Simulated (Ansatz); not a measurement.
**C2H2Cl2Si: basis-set convergence**

One table from this session's results is given with a row withheld; the runs are named, their logs left out.

Program: Ansatz 0.2.0, Gaussian basis. Level of theory: one geometry, several basis sets. These are calculated values, not measurements.

Plan: PBE0-D4/def2-SVP; ωB97M-V/def2-SVP; PBE0-D4/def2-QZVPP; ωB97M-V/def2-QZVPP; the functionals' def2-TZVPP values are taken from earlier runs.

## The relaxed structure

An earlier PBE0-D4 in a triple-zeta def2 set relaxation fixed the geometry.

SMILES `C#C[SiH](Cl)Cl`, 7 atoms, charge 0, spin multiplicity 1.

Atoms are counted from 1 here; the program's logs count them from 0.

Bond lengths: C1–C2 1.205 Å, C1–H6 1.066 Å, C2–Si3 1.807 Å, Si3–Cl4 2.037 Å, Si3–Cl5 2.037 Å, Si3–H7 1.472 Å. Angles: C2–C1–H6 179.8°, C1–C2–Si3 179.1°, C2–Si3–Cl4 109.2°, C2–Si3–Cl5 109.2°, C2–Si3–H7 111.4°, Cl4–Si3–Cl5 109.6°, Cl4–Si3–H7 108.7°, Cl5–Si3–H7 108.7°.

Set-up of the first run:

Contents of in.yaml:

```yaml
crystal:
  periodic: [false, false, false]
  atoms:
    - {symbol: C, position_ang: [0.222119, -0.669296, 1.881571]}
    - {symbol: C, position_ang: [0.127687, -0.285151, 0.743198]}
    - {symbol: Si, position_ang: [0.012716, 0.282720, -0.968923]}
    - {symbol: Cl, position_ang: [-1.510593, -0.698353, -1.899224]}
    - {symbol: Cl, position_ang: [-0.353686, 2.286184, -0.986877]}
    - {symbol: H, position_ang: [0.302455, -1.008193, 2.889542]}
    - {symbol: H, position_ang: [1.260701, 0.023989, -1.705086]}
basis:
  gaussian: {orbitals: def2-SVP}
hamiltonian: {xc: pbe0, dispersion: d4}
output: {orbitals: {seedname: orbitals}}
```

Steps of the session up to this table: PBE0-D4 in def2-SVP; ωB97M-V in def2-SVP; PBE0-D4 in def2-QZVPP; ωB97M-V in def2-QZVPP.

One of the session's tables, all rows but one given; the rest of the session is left out.

It belongs to the step «Functionals by basis». 

```
functional       basis  HOMO (eV)
   PBE0-D4    def2-SVP      -8.73
   PBE0-D4  def2-TZVPP      -8.79
   PBE0-D4  def2-QZVPP      -8.82
   ωB97M-V    def2-SVP          ?
   ωB97M-V  def2-TZVPP     -11.04
   ωB97M-V  def2-QZVPP     -11.06
```

Q: Estimate the row for ωB97M-V, def2-SVP from the others.

**Answer.** HOMO (eV): -10.94. In the column «HOMO (eV)» it lies between ωB97M-V, def2-TZVPP (-11.04) and PBE0-D4, def2-QZVPP (-8.82).
